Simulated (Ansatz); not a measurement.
# AlGaNH₃: ionisation energy by level of theory

How much energy removes an electron from AlGaNH₃ at fixed geometry? The cation is run at each level and the neutral's energy taken from earlier runs.

The runs use Ansatz 0.2.0, Gaussian basis; unrestricted cation, the program's frozen cores in correlated methods.

Plan: UKS PBE-D4/def2-TZVPP; UKS r2SCAN-D4/def2-TZVPP; UKS PBE0-D4/def2-TZVPP; UKS B3LYP-D4/def2-TZVPP; UKS wB97X-V/def2-TZVPP; UKS wB97M-V/def2-TZVPP; UKS B2PLYP/def2-TZVPP; UHF-CCSD(T)/def2-TZVPP; UHF-MP2/def2-QZVPP; extrapolation to the limit; then −ε(HOMO) from the neutral's earlier runs with LDA (SPW92), PBE-D4, revPBE-D4, BLYP-D4, r2SCAN-D4, B97M-V, PBE0-D4, B3LYP-D4, r2SCANh-D4, r2SCAN0-D4, HSE06-D4, BHLYP-D4, CAM-B3LYP-D4, LC-ωPBE, ωB97X-V, ωB97M-V.

### Step 1. The relaxed structure

All runs share one geometry, relaxed beforehand with PBE0-D4 in a triple-zeta def2 set.

6 atoms, charge 0, spin multiplicity 1.

Atoms are counted from 1 here; the program's logs count them from 0.

Bond lengths: N1–Al2 1.780 Å, N1–Ga3 1.892 Å, N1–H4 1.016 Å, Al2–H5 1.586 Å, Al2–H6 1.588 Å. Angles: Al2–N1–Ga3 126.3°, Al2–N1–H4 117.4°, Ga3–N1–H4 116.3°, N1–Al2–H5 122.1°, N1–Al2–H6 115.4°, H5–Al2–H6 122.5°.

### Step 2. Cation, UKS PBE-D4/def2-TZVPP

Input file in.yaml:

```yaml
crystal:
  periodic: [false, false, false]
  atoms:
    - {symbol: N, position_ang: [-0.808042, -0.340126, 0.109772]}
    - {symbol: Al, position_ang: [0.796071, 0.272419, -0.357796]}
    - {symbol: Ga, position_ang: [-1.526125, -0.380635, 1.859989]}
    - {symbol: H, position_ang: [-1.402606, -0.705416, -0.628358]}
    - {symbol: H, position_ang: [1.296768, 0.257572, -1.862334]}
    - {symbol: H, position_ang: [1.686033, 0.832186, 0.832627]}
basis:
  gaussian: {orbitals: def2-TZVPP}
total_charge: 1
magnetization: {spin_polarized: true, initial_magnetization: 1}
hamiltonian: {xc: pbe, dispersion: d4}
```

Launch:

```sh
ansatz run in.yaml --threads 2 --pin off --events-out ev --progress --plain --max-ram 4352MiB
```

The runs that follow: Cation, UKS r2SCAN-D4/def2-TZVPP; Cation, UKS PBE0-D4/def2-TZVPP; Cation, UKS B3LYP-D4/def2-TZVPP; Cation, UKS wB97X-V/def2-TZVPP; Cation, UKS wB97M-V/def2-TZVPP; Cation, UKS B2PLYP (frozen core)/def2-TZVPP; Cation, UHF-CCSD(T)/def2-TZVPP; Cation, UHF-MP2/def2-QZVPP.

Before running them: what should the planned runs give, taken together? Wanted: ionisation energy, CCSD(T)/CBS; nearest functional by difference; nearest −ε(HOMO); −ε(HOMO) of PBE; T1 of the cation.

**Answer**, as computed:

| quantity | value |
| --- | --- |
| ionisation energy, CCSD(T)/CBS | 8.99 eV |
| nearest functional by difference | ωB97M-V (-0.24 eV) |
| nearest −ε(HOMO) | LC-ωPBE (+0.01 eV) |
| −ε(HOMO) of PBE | 5.60 eV |
| T1 of the cation | 0.018 |

In words: By cation minus neutral, the functionals miss by 0.45 eV at most. The PBE orbital energy is 3.4 eV too small: a semilocal HOMO is no ionisation energy. Among orbital estimates LC-ωPBE comes nearest. Hartree-Fock falls 1.34 eV short, as the neutral has more correlation energy than the cation. Correlated methods include outer-core shells of Ga, which these sets cover unevenly. With outer-core shells in play the reference is unsure by up to some tenths of an eV, so close misses can't be ranked.
